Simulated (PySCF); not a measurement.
# W: ionisation energy with spin-orbit coupling

Each state of tungsten is computed at each level; their differences give the ionisation energy. How far do the methods differ?

Method: two-component X2C-1e, generalised determinants. Code: PySCF 2.14.0.

**1. Starting point**

| Item | Value |
| --- | --- |
| Element | tungsten (Z = 74) |
| Basis | x2c-TZVPall-2c (11s11p10d2f, 108 functions) |
| Hamiltonian | two-component X2C-1e, Gaussian nucleus, no Breit or QED terms; spin-orbit coupling, run by run: off; screened by Boettger's factors |
| Core shells frozen in the correlated runs | [Kr] 4d10 4f14 (for W) |
| State 1 | W: [Xe] 4f14 5d4 6s2; 5d3/2 filled at m_j = -3/2, -1/2, +1/2, +3/2 |
| Needed too, but not shown | W⁺ [Xe] 4f14 5d4 6s1 (6D) |
| Methods | GHF, GMP2 |

The outer shells:

W [Xe] 4f14 5d4 6s2
```
[Xe] core
4f [↑↓][↑↓][↑↓][↑↓][↑↓][↑↓][↑↓]
5d [↑ ][↑ ][↑ ][↑ ][  ]
6s [↑↓]
```

A driver program built on PySCF's X2C-1e integrals ran all steps in one process from the settings above; there is no separate input file.

The driver's launch:

```
$ OMP_NUM_THREADS=1 python sorun2.py TASK.json OUT
```

The integrals over 108 functions and the set-up took 8.3 s of CPU time.

**2. W: the ladder of methods**

Level: GHF (spin-free).

Output:

```text
cycle= 1 E= -16130.5301603098  delta_E= -1.61e+04  |FDS-SDF|= 0.0286
cycle= 2 E= -16130.5624392013  delta_E= -0.0323  |FDS-SDF|= 0.0149
cycle= 3 E= -16130.5679855316  delta_E= -0.00555  |FDS-SDF|= 0.00445
cycle= 4 E= -16130.5692079952  delta_E= -0.00122  |FDS-SDF|= 0.00154
cycle= 5 E= -16130.5695570982  delta_E= -0.000349  |FDS-SDF|= 0.000561
cycle= 6 E= -16130.5696514502  delta_E= -9.44e-05  |FDS-SDF|= 0.000307
cycle= 7 E= -16130.5696821901  delta_E= -3.07e-05  |FDS-SDF|= 0.000113
cycle= 8 E= -16130.5696867429  delta_E= -4.55e-06  |FDS-SDF|= 1.73e-05
cycle= 9 E= -16130.5696871229  delta_E= -3.8e-07  |FDS-SDF|= 4.45e-06
cycle= 10 E= -16130.5696871582  delta_E= -3.53e-08  |FDS-SDF|= 1.72e-06
cycle= 11 E= -16130.5696871593  delta_E= -1.09e-09  |FDS-SDF|= 2.94e-07
```

It took 5.2 s on 1 thread of Intel Xeon 6975P-C, shared host, the integrals not counted.

Occupied spinors (without spin-orbit coupling the j labels only name the start):

```
spinor shell  electrons  mean energy (eV)  weight of the nominal j  rms radius (bohr)
       1s1/2          2          -69900.6                    1.000             0.0208
       2s1/2          2          -12206.5                    1.000             0.0838
       2p1/2          2          -10678.8                    0.667             0.0764
       2p3/2          4          -10678.7                    0.833             0.0764
       3s1/2          2           -2873.5                    1.000              0.214
       3p1/2          2           -2413.3                    0.667              0.216
       3p3/2          4           -2413.2                    0.833              0.216
       3d3/2          4           -1877.9                    0.700              0.197
       3d5/2          6           -1877.9                    0.800              0.197
       4s1/2          2           -625.15                    1.000              0.478
       4p1/2          2           -471.60                    0.667              0.509
       4p3/2          4           -471.37                    0.833              0.509
       4d3/2          4           -272.83                    0.700              0.551
       4d5/2          6           -272.64                    0.800              0.551
       5s1/2          2           -93.794                    1.000               1.15
       5p1/2          2           -53.441                    0.627               1.32
       5p3/2          4           -52.392                    0.781               1.31
       4f5/2          6           -50.090                    0.703              0.688
       4f7/2          8           -49.972                    0.766              0.698
       5d3/2          4           -10.389                    0.499               2.15
       6s1/2          2            -7.223                    0.987               3.70
```

M_J = 0, ⟨J²⟩ = 4.130, ⟨L²⟩ = 6.093, ⟨S²⟩ = 6.038.

Level: GMP2 (spin-free).

No log was kept for this step.

It took 0.75 s on 1 thread of Intel Xeon 6975P-C, shared host, the integrals not counted.

With 14 electrons correlated and 34 very high virtual spinors dropped, the MP2 correlation energy is -0.24312 hartree. Largest pairs: 5d3/2-5p3/2 -0.0413, 5d3/2-6s1/2 -0.0362, 5p3/2-5p3/2 -0.0282, 5p1/2-5p3/2 -0.0242, 5d3/2-5d3/2 -0.0225.

Level: GHF (screened spin-orbit).

Output:

```text
cycle= 1 E= -16149.5151760792  delta_E= -1.61e+04  |FDS-SDF|= 0.0983
cycle= 2 E= -16149.5683311583  delta_E= -0.0532  |FDS-SDF|= 0.0133
cycle= 3 E= -16149.5745226763  delta_E= -0.00619  |FDS-SDF|= 0.0101
cycle= 4 E= -16149.5763809202  delta_E= -0.00186  |FDS-SDF|= 0.00291
cycle= 5 E= -16149.5775579313  delta_E= -0.00118  |FDS-SDF|= 0.00205
cycle= 6 E= -16149.5784143563  delta_E= -0.000856  |FDS-SDF|= 0.00137
cycle= 7 E= -16149.5790024988  delta_E= -0.000588  |FDS-SDF|= 0.000703
cycle= 8 E= -16149.5791741837  delta_E= -0.000172  |FDS-SDF|= 0.000464
cycle= 9 E= -16149.5792573865  delta_E= -8.32e-05  |FDS-SDF|= 0.000272
cycle= 10 E= -16149.5792874807  delta_E= -3.01e-05  |FDS-SDF|= 0.00013
cycle= 11 E= -16149.5792941276  delta_E= -6.65e-06  |FDS-SDF|= 7e-05
cycle= 12 E= -16149.5792955139  delta_E= -1.39e-06  |FDS-SDF|= 3.12e-05
cycle= 13 E= -16149.5792959821  delta_E= -4.68e-07  |FDS-SDF|= 1.89e-05
cycle= 14 E= -16149.5792960880  delta_E= -1.06e-07  |FDS-SDF|= 1.16e-05
cycle= 15 E= -16149.5792961168  delta_E= -2.88e-08  |FDS-SDF|= 7.12e-06
cycle= 16 E= -16149.5792961376  delta_E= -2.08e-08  |FDS-SDF|= 2.94e-06
cycle= 17 E= -16149.5792961406  delta_E= -3e-09  |FDS-SDF|= 1.36e-06
```

It took 11 s on 1 thread of Intel Xeon 6975P-C, shared host, the integrals not counted.

The outer occupied spinors:

```
spinor shell  electrons  mean energy (eV)  weight of the nominal j  rms radius (bohr)
       4d5/2          6           -266.85                    1.000              0.556
       5s1/2          2           -93.561                    1.000               1.15
       5p1/2          2           -61.557                    0.938               1.29
       4f5/2          6           -50.959                    0.980              0.678
       5p3/2          4           -48.768                    0.939               1.36
       4f7/2          8           -48.574                    0.983              0.678
       5d3/2          4           -10.410                    0.617               2.15
       6s1/2          2            -7.193                    0.987               3.70
```

M_J = 0, ⟨J²⟩ = 3.273, ⟨L²⟩ = 5.964, ⟨S²⟩ = 5.910. A second start ended at -16149.53829 hartree. Rows whose weight is well below 1 mix j = l ± 1/2: exchange competes with spin-orbit coupling there.

The determinant has a definite M_J but mixes levels of different J.

Level: GMP2 (screened spin-orbit).

The driver printed no log here.

It took 0.26 s on 1 thread of Intel Xeon 6975P-C, shared host, the integrals not counted.

With 14 electrons correlated and 34 very high virtual spinors dropped, the MP2 correlation energy is -0.25793 hartree. Largest pairs: 5d3/2-5p3/2 -0.0520, 5d3/2-6s1/2 -0.0365, 5p3/2-5p3/2 -0.0361, 5p1/2-5p3/2 -0.0241, 5d3/2-5d3/2 -0.0235.

**3. Differences of total energies**

Ionisation energy: W [Xe] 4f14 5d4 6s2 [5d3/2^4, M_J = 0] → W⁺ [Xe] 4f14 5d4 6s1 [5d3/2^4 6s1/2^1, M_J = 1/2].

```
                    method  value (eV)  less the reference (eV)
           GHF (spin-free)       5.926                   -1.938
          GMP2 (spin-free)       7.332                   -0.532
 GHF (screened spin-orbit)       5.932                   -1.932
GMP2 (screened spin-orbit)       7.285                   -0.579
```

Reference: 7.864 eV (measured; NIST Atomic Spectra Database, ionization energies). The spin-free rows have the spin-orbit operator switched off. The determinant of W mixes levels of different J (the jj label is only the starting occupation), so the difference between spin-free and spin-orbit rows is not the physical spin-orbit shift.

The differences also use runs on W⁺ [Xe] 4f14 5d4 6s1 (6D), which are not shown here.

**4. Summary of results**

```
            quantity                                                                        value
ionisation energy, W  GHF (spin-free) 5.926, GMP2 (screened spin-orbit) 7.285 eV; reference 7.864
```

**Reading.** The methods span 1.406 eV, from GHF (spin-free) (5.926) to GMP2 (spin-free) (7.332). The reference is uncertain or not like for like (spin-orbit coupling or other relativistic terms), so no ranking of close methods is drawn. The basis is finite, and no extrapolation was made.
